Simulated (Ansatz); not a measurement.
# C2H10InNSi: the cost of one run

Computed with Ansatz 0.2.0, Gaussian basis. Level: the settings change from run to run.

1 further run of the same task is left out (for a known fault of the program). Runs told in other sessions of the task aren't counted.

### Step 1. The relaxed structure

An earlier PBE0-D4 in a triple-zeta def2 set relaxation fixed the geometry. In takes a core potential in def2 sets; no spin-orbit term is included.

15 atoms, charge 0, spin multiplicity 1.

Atoms are counted from 1 here; the program's logs count them from 0.

Bond lengths: C1–N2 1.442 Å, C1–H6 1.099 Å, C1–H7 1.093 Å, C1–H8 1.099 Å, N2–In3 2.020 Å, N2–H9 1.009 Å, In3–C4 2.151 Å, In3–Si5 2.564 Å, C4–H10 1.091 Å, C4–H11 1.091 Å, C4–H12 1.091 Å, Si5–H13 1.491 Å, Si5–H14 1.490 Å, Si5–H15 1.490 Å. Angles: N2–C1–H6 112.7°, N2–C1–H7 110.1°, N2–C1–H8 112.8°, H6–C1–H7 106.8°, H6–C1–H8 107.3°, H7–C1–H8 106.9°, C1–N2–In3 128.8°, C1–N2–H9 112.4°, In3–N2–H9 118.8°, N2–In3–C4 113.3°, N2–In3–Si5 114.8°, C4–In3–Si5 131.9°, In3–C4–H10 110.3°, In3–C4–H11 110.2°, In3–C4–H12 110.3°, H10–C4–H11 108.9°, H10–C4–H12 108.1°, H11–C4–H12 108.9° and more.

### Step 2. revPBE0/def2-TZVPP

This run has D3(BJ) dispersion, the search for lower states set to full.

in.yaml reads:

```yaml
crystal:
  periodic: [false, false, false]
  atoms:
    - {symbol: C, position_ang: [-0.882848, -1.753609, 1.521430]}
    - {symbol: N, position_ang: [0.091481, -1.455056, 0.501210]}
    - {symbol: In, position_ang: [0.403711, 0.282090, -0.481870]}
    - {symbol: C, position_ang: [1.999733, 0.171391, -1.919406]}
    - {symbol: Si, position_ang: [-1.160674, 2.196064, 0.197253]}
    - {symbol: H, position_ang: [-0.422706, -2.073384, 2.466464]}
    - {symbol: H, position_ang: [-1.477671, -0.863621, 1.744290]}
    - {symbol: H, position_ang: [-1.587819, -2.540456, 1.219271]}
    - {symbol: H, position_ang: [0.669094, -2.250909, 0.275962]}
    - {symbol: H, position_ang: [2.774840, 0.901629, -1.681636]}
    - {symbol: H, position_ang: [2.440459, -0.826169, -1.917007]}
    - {symbol: H, position_ang: [1.624039, 0.389826, -2.920312]}
    - {symbol: H, position_ang: [-2.115692, 2.514287, -0.902249]}
    - {symbol: H, position_ang: [-0.392370, 3.439374, 0.488221]}
    - {symbol: H, position_ang: [-1.963579, 1.868562, 1.408379]}
basis:
  gaussian: {orbitals: def2-TZVPP}
hamiltonian: {xc: {name: revPBE0}, dispersion: d3bj}
scf: {lower_state_search: full}
output: {forces: true}
```

Run with:

```bash
$ ansatz run in.yaml --threads 4 --pin off --events-out ev --progress --plain --max-ram 10444MiB
```

Q: Estimate wall time and peak memory on 4 threads of Intel Xeon Platinum 8488C, shared host.

About 7 s, with a peak of 1.3 GiB.
